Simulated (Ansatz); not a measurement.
# GeH2Cl2O (SMILES [OH][GeH]([Cl])[Cl]): CCSD(T)/cc-pVDZ

What is the energy change on altering one bond length of GeH2Cl2O at CCSD(T)/cc-pVDZ? 

The calculation is run with Ansatz 0.2.0.

65 further runs of the same task are left out: 1 that didn't finish, 64 set aside as unsound or not needed.

### Step 1. The structure to begin with

GeH2Cl2O has 6 atoms, charge 0, and is taken as a singlet. As SMILES, `[OH][GeH]([Cl])[Cl]`. The shape is that of a PBE0-D4/def2-TZVP optimisation. This is one conformer, not always the lowest.

Bond lengths: O1–Ge2 1.752 Å, Ge2–Cl3 2.137 Å, Ge2–Cl4 2.137 Å, O1–H5 0.961 Å, Ge2–H6 1.521 Å. Angles: O1–Ge2–Cl3 109.7°, O1–Ge2–Cl4 109.7°, Cl3–Ge2–Cl4 106.8°, O1–Ge2–H6 108.2°, Cl3–Ge2–H6 111.2°, Cl4–Ge2–H6 111.3°, Ge2–O1–H5 113.6°.

### Step 2. The energy at CCSD(T)/cc-pVDZ

in.yaml reads:

```yaml
crystal:
  periodic: [false, false, false]
  atoms:
    - {symbol: O, position_ang: [-0.161000, 1.291000, -0.614200]}
    - {symbol: Ge, position_ang: [-0.065400, -0.148800, 0.378900]}
    - {symbol: Cl, position_ang: [1.948500, -0.862600, 0.421700]}
    - {symbol: Cl, position_ang: [-1.252400, -1.700600, -0.487400]}
    - {symbol: H, position_ang: [0.126400, 1.152000, -1.521000]}
    - {symbol: H, position_ang: [-0.554000, 0.204900, 1.775700]}
basis:
  gaussian:
    orbitals: cc-pVDZ
correlation:
  method: ccsd_t
  frozen_orbitals: {Cl: 5, Ge: 9, H: 0, O: 1}
accuracy: high
scf:
  omitted_lower_state_checks: [cluster_reference, increment]
```

Started as:

```
$ ansatz run in.yaml --threads 1 --pin off --max-ram 3480MiB --events-out events.jsonl --progress --plain --runs-dir runs
```

The program printed, cut to the lines that bear on the results:

```text
Warning: RAYON_NUM_THREADS=1 ignored (pool sized by the plan → 1); use --threads N
Functional definition: HF
  name "HF"
[...]
1946 factors; integrals over basis functions are off by at most 4.4e-9 eV
[...]
mean field -83552.25372538 eV, -3070.4886906560 hartree, gradient 9.7e-9 eV, S^2 0.000000; 0 other end points of the search recorded, 0 dependent functions left out
20 core orbitals not correlated: weight in the atoms' cores, before any rotation towards them, 1.000 or more for the frozen orbitals, at most 0.000 for the correlated occupied ones
reference -83552.25372538 eV, -3070.4886906560 hartree; 18, 18 occupied and 49, 49 virtual orbitals, 1946 factors
second order -15.41425580 eV of doubles, -0.00000000 eV of singles
cycle   1  -15.93918662 eV  change   -5.2e-1 eV  update   8.5e-2
[...]
cycle  20  -16.34522616 eV  change    1.0e-9 eV  update   1.1e-9
perturbative correction -0.38099618 eV, -0.0140013515 hartree
Total energy: -83568.97994772 eV, -3071.1033679898 hartree
Checks for a lower state left out: cluster_reference, increment
```

Run time: 9.3 s. Hardware: 1 thread of AMD EPYC 9R45 (Zen 5), shared host; peak memory 0.44 GiB.

### Step 3. The distorted shape at the same level

job.yaml reads:

```yaml
crystal:
  periodic: [false, false, false]
  atoms:
    - symbol: O
      position_ang: [-1.167923, 1.647890, -0.635599]
    - symbol: Ge
      position_ang: [-1.072323, 0.208090, 0.357501]
    - symbol: Cl
      position_ang: [1.948500, -0.862600, 0.421700]
    - symbol: Cl
      position_ang: [-2.259323, -1.343710, -0.508799]
    - symbol: H
      position_ang: [-0.880523, 1.508890, -1.542399]
    - symbol: H
      position_ang: [-1.560923, 0.561790, 1.754301]
basis:
  gaussian:
    orbitals: cc-pVDZ
scf:
  omitted_lower_state_checks: [cluster_reference, increment]
accuracy: high
correlation:
  method: ccsd_t
  frozen_orbitals: {Cl: 5, Ge: 9, H: 0, O: 1}
```

Started as:

```
$ ansatz run job.yaml --threads 1 --pin off --max-ram 3480MiB --events-out events.jsonl --progress --plain --runs-dir runs
```

The program printed, cut to the lines that bear on the results:

```text
Warning: RAYON_NUM_THREADS=1 ignored (pool sized by the plan → 1); use --threads N
[... 2 set-up lines as earlier in the session ...]
[...]
1892 factors; integrals over basis functions are off by at most 4.4e-9 eV
[...]
mean field -83549.27486616 eV, -3070.3792195988 hartree, gradient 1.0e-8 eV, S^2 0.000000; 1 other end points of the search recorded, 0 dependent functions left out; unrestricted orbitals would lower it
20 core orbitals not correlated: weight in the atoms' cores, before any rotation towards them, 1.000 or more for the frozen orbitals, at most 0.000 for the correlated occupied ones
reference -83549.27486616 eV, -3070.3792195988 hartree; 18, 18 occupied and 49, 49 virtual orbitals, 1892 factors
second order -15.59990148 eV of doubles, -0.00000000 eV of singles
cycle   1  -16.04732808 eV  change   -4.5e-1 eV  update   1.2e-1
[...]
cycle  27  -16.59495014 eV  change   -1.9e-9 eV  update   3.5e-9
perturbative correction -0.50431961 eV, -0.0185334038 hartree
Total energy: -83566.37413591 eV, -3071.0076061718 hartree
Checks for a lower state left out: cluster_reference, increment
```

It took 11 s on 1 thread of AMD EPYC 9R45 (Zen 5), shared host; peak memory 0.43 GiB.

### Step 4. Results

At CCSD(T)/cc-pVDZ, 20 core orbitals frozen:

```
                                                           quantity           value
                                          first shape: total energy  -3071.10337 Eh
          first shape: correlation energy (20 core orbitals frozen)      -614.7 mEh
                                        first shape: (T) correction      -14.00 mEh
                                         first shape: T1 diagnostic           0.009
                                      distorted shape: total energy  -3071.00761 Eh
      distorted shape: correlation energy (20 core orbitals frozen)      -628.4 mEh
                                    distorted shape: (T) correction      -18.53 mEh
                                     distorted shape: T1 diagnostic           0.019
energy change with the Ge2–Cl3 bond stretched from 2.137 to 3.206 Å        2.606 eV
```

With the Ge2–Cl3 bond stretched from 2.137 to 3.206 Å the energy rises by 2.61 eV (251 kJ/mol). The first shape isn't relaxed at this level, so the change isn't measured from a minimum. A restricted reference can't describe the breaking bond well at this length. The triples (first shape) make up 2.3 % of the correlation energy. The restricted solution (distorted shape) is unstable to spin breaking: an unrestricted one lies lower. The triples (distorted shape) make up 2.9 % of the correlation energy.
